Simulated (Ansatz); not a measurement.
# GaBH (doublet): the correlation ladder at a displaced geometry (v1), cc-pVDZ

An exercise on one series of results from a longer session: the logs are not shown, and one member is left open.

Computed with Ansatz 0.2.0, Gaussian basis. Level: cc-pVDZ, core rule «outside noble gas», up to 15 orbitals frozen.

The runs, in order: UHF; CCSD(T) on ROHF; CCSD(T) on UHF; BCCD(T) on ROHF; CISD; CCSDT(Q) on ROHF; CASSCF and MRCISD+Q, 7 electrons in 9 orbitals; CASSCF and MRCISD+Q(relaxed), 7 electrons in 9 orbitals; CASSCF and NEVPT2, 7 electrons in 9 orbitals.

33 further runs of the same task are left out: 2 for a known fault of the program, 19 that didn't finish, 12 set aside as unsound or not needed.

### The geometry

The geometry is a PBE0/def2-TZVP stationary point (not a proven minimum) with its atoms shifted at random (size 0.040 Å). No spin-orbit coupling is included. The filled d shell of Ga may be among the frozen orbitals whatever the setting's name suggests; the logs give the count.

3 atoms, charge 0, spin multiplicity 2.

Atoms are counted from 1 here; the program's logs count them from 0.

Bond lengths: B1–Ga2 2.196 Å, B1–H3 1.151 Å. Angles: Ga2–B1–H3 174.7°.

As a file:

```tsv
atom	x (Å)	y (Å)	z (Å)
B1	-0.0154	-0.0317	0.3500
Ga2	-0.0163	-0.0342	-1.8458
H3	0.0317	0.0659	1.4958
```

The first run:

in.yaml reads:

```yaml
crystal:
  periodic: [false, false, false]
  atoms:
    - {symbol: B, position_ang: [-0.015433, -0.031654, 0.350043]}
    - {symbol: Ga, position_ang: [-0.016266, -0.034207, -1.845844]}
    - {symbol: H, position_ang: [0.031698, 0.065861, 1.495801]}
basis:
  gaussian: {orbitals: cc-pVDZ}
magnetization: {spin_polarized: true, initial_magnetization: 1}
hamiltonian: {xc: hf}
output: {orbitals: {seedname: orbitals}}
```

Command:

```sh
$ ansatz run in.yaml --threads 1 --pin off --events-out ev --progress --plain --max-ram 2393MiB
```

Among the steps run: UHF; CCSD(T) on ROHF; CCSD(T) on UHF; BCCD(T) on ROHF; CISD; CCSDT(Q) on ROHF; CASSCF and MRCISD+Q, 7 electrons in 9 orbitals; CASSCF and MRCISD+Q(relaxed), 7 electrons in 9 orbitals; CASSCF and NEVPT2, 7 electrons in 9 orbitals.

One table of the session follows, with a row left open; its other results are not shown here.

It belongs to the step «Misses and costs». 

| method | from RCCSDT(Q) (meV) |
| --- | --- |
| ROHF | +3828.4 |
| UHF | +3709.6 |
| RMP2 | ? |
| UMP2 | +1035.8 |
| CISD | +354.3 |
| RCCSD | +134.4 |
| UCCSD | +132.3 |
| RCCSD(T) | +36.6 |
| UCCSD(T) | +36.6 |
| BCCD(T) | +35.5 |
| RCCSDT | +5.1 |
| RCCSDT(Q) | 0 |
| CASSCF valence | +1913.9 |
| NEVPT2 valence | +553.1 |
| MRCISD valence | +88.3 |
| MRCISD+Q valence | +5.2 |
| MRCISD+Q(relaxed) valence | -26.4 |

Q: Estimate the row for RMP2 from the others.

**Answer.** from RCCSDT(Q) (meV): +1025.8. In the column «from RCCSDT(Q) (meV)» it lies between NEVPT2 valence (+553.1) and UMP2 (+1035.8).

Limits of these values: Warnings: spin contamination; coupled cluster took another determinant than the lowest. Restricted and unrestricted rows rest on different reference determinants; where their highest levels disagree by more than a few hundredths of an eV, they describe different states and don't form one ladder.
